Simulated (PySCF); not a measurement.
**Ga(PH3)F3 (F3GaH3P): a look at the electrons**

Aim: take Ga(PH3)F3 (F3GaH3P) and see where an electron leaves and enters and measure its response to a uniform field.

Computed with PySCF 2.14.0. Level: levels as typed in each script, gas phase, geometry from GFN2-xTB.

### Step 1. Starting geometry

8 atoms, charge 0, spin multiplicity 1.

Bond lengths: Ga1–P2 2.504 Å, Ga1–F6 1.743 Å, Ga1–F7 1.743 Å, Ga1–F8 1.741 Å, P2–H3 1.369 Å, P2–H4 1.386 Å, P2–H5 1.382 Å. Angles: P2–Ga1–F6 100.5°, P2–Ga1–F7 100.4°, P2–Ga1–F8 100.9°, F6–Ga1–F7 116.6°, F6–Ga1–F8 116.7°, F7–Ga1–F8 116.7°, Ga1–P2–H3 117.9°, Ga1–P2–H4 117.1°, Ga1–P2–H5 117.3°, H3–P2–H4 100.6°, H3–P2–H5 100.8°, H4–P2–H5 100.0°.

As a file:

```xyz
8

Ga    0.50395   -0.00009    0.00019
P    -2.00049   -0.00002    0.00142
H    -2.64247    0.31873   -1.16522
H    -2.63116    0.86375    0.88326
H    -2.63408   -1.18282    0.33101
F     0.82247    1.62039   -0.55724
F     0.81950   -1.29016   -1.12879
F     0.83498   -0.32986    1.67756
```

### Step 2. Removing and adding an electron (BP86/cc-pvdz)

input.py

```python
import numpy as np
from pyscf import gto, scf, dft
from pyscf.scf import atom_ks, atom_hf
from scipy.linalg import block_diag

def solve(mol, dm0=None, hcore=None):
    mf = (dft.UKS if mol.spin else dft.RKS)(mol, xc='bp86')
    mf.grids.level = 3
    mf = mf.density_fit(auxbasis='def2-universal-jkfit')
    mf.conv_tol, mf.max_cycle = 1e-8, 80
    if hcore is not None:
        mf.get_hcore = lambda *args: hcore
    mf.kernel(dm0)
    if not mf.converged:
        mf = mf.newton().run(mf.mo_coeff, mf.mo_occ, max_cycle=30)
    assert mf.converged, 'SCF not converged'
    return mf

mol = gto.M(atom='''
Ga     0.50395    -0.00009     0.00019
P     -2.00049    -0.00002     0.00142
H     -2.64247     0.31873    -1.16522
H     -2.63116     0.86375     0.88326
H     -2.63408    -1.18282     0.33101
F      0.82247     1.62039    -0.55724
F      0.81950    -1.29016    -1.12879
F      0.83498    -0.32986     1.67756
''', basis='cc-pvdz', charge=0, spin=0, verbose=4)
mf = solve(mol)
out = dict(e0=mf.e_tot, dm0=mf.make_rdm1(), c=mf.mo_coeff, occ=mf.mo_occ, eps=mf.mo_energy)
for name, dq, spin in [('cation', 1, 1), ('anion', -1, 1)]:
    ion = mol.copy().set(charge=mol.charge + dq, spin=spin).build()
    mi = solve(ion)
    if spin and dq > 0 and mol.nao < 130:
        c, _, stable, _ = mi.stability(return_status=True)
        if not stable:
            mi = solve(ion, mi.make_rdm1(c, mi.mo_occ))
    print(name, 'vertical energy change / eV', (mi.e_tot - mf.e_tot) * 27.211386)
    out.update({'e_' + name: mi.e_tot, 'dm_' + name: mi.make_rdm1(), 's2_' + name: mi.spin_square()[0], 'eps_' + name: mi.mo_energy, 'occ_' + name: mi.mo_occ})
# spherically averaged free atoms, for the promolecule
atm = atom_ks.get_atm_nrks(mol, xc='bp86')
pro = block_diag(*[(atm[a[0]][2] * atm[a[0]][3]) @ atm[a[0]][2].T for a in mol._atom])
np.savez('result.npz', pro=pro, **out)
```

Started as:

```console
$ OMP_NUM_THREADS=1 python input.py
```

### Step 3. Response to an electric field (PBE0/aug-cc-pvdz)

input.py

```python
import numpy as np
from pyscf import gto, scf, dft
from pyscf.scf import atom_ks, atom_hf
from scipy.linalg import block_diag

def solve(mol, dm0=None, hcore=None):
    mf = (dft.UKS if mol.spin else dft.RKS)(mol, xc='pbe0')
    mf.grids.level = 3
    mf = mf.density_fit(auxbasis='def2-universal-jkfit')
    mf.conv_tol, mf.max_cycle = 1e-8, 80
    if hcore is not None:
        mf.get_hcore = lambda *args: hcore
    mf.kernel(dm0)
    if not mf.converged:
        mf = mf.newton().run(mf.mo_coeff, mf.mo_occ, max_cycle=30)
    assert mf.converged, 'SCF not converged'
    return mf

mol = gto.M(atom='''
Ga     0.50395    -0.00009     0.00019
P     -2.00049    -0.00002     0.00142
H     -2.64247     0.31873    -1.16522
H     -2.63116     0.86375     0.88326
H     -2.63408    -1.18282     0.33101
F      0.82247     1.62039    -0.55724
F      0.81950    -1.29016    -1.12879
F      0.83498    -0.32986     1.67756
''', basis='aug-cc-pvdz', charge=0, spin=0, verbose=4)
field = np.array([-0.005, -0.0, -0.0])  # atomic units
mol.set_common_orig(mol.atom_charges() @ mol.atom_coords() / mol.atom_charges().sum())
mf = solve(mol)
out = dict(dm0=mf.make_rdm1(), d0=mf.dip_moment(unit='AU'), e0=mf.e_tot)
for name, sign in (('p', 1), ('m', -1)):
    h = mf.get_hcore() + sign * np.einsum('x,xij->ij', field, mol.intor('int1e_r'))
    mi = solve(mol, mf.make_rdm1(), h)
    out.update({'dm' + name: mi.make_rdm1(), 'd' + name: mi.dip_moment(unit='AU'), 'e' + name: mi.e_tot})
# spherically averaged free atoms, for the promolecule
atm = atom_ks.get_atm_nrks(mol, xc='pbe0')
pro = block_diag(*[(atm[a[0]][2] * atm[a[0]][3]) @ atm[a[0]][2].T for a in mol._atom])
np.savez('result.npz', pro=pro, **out)
```

(Steps that only read results are left out.)

What does the calculation give? Wanted: polarisability along the field.

The runs gave:

```
                                         quantity       value
polarisability along the field (PBE0/aug-cc-pvdz)  59.5 bohr³
```

**Reading.** All values hold at the given geometry, in the gas phase.
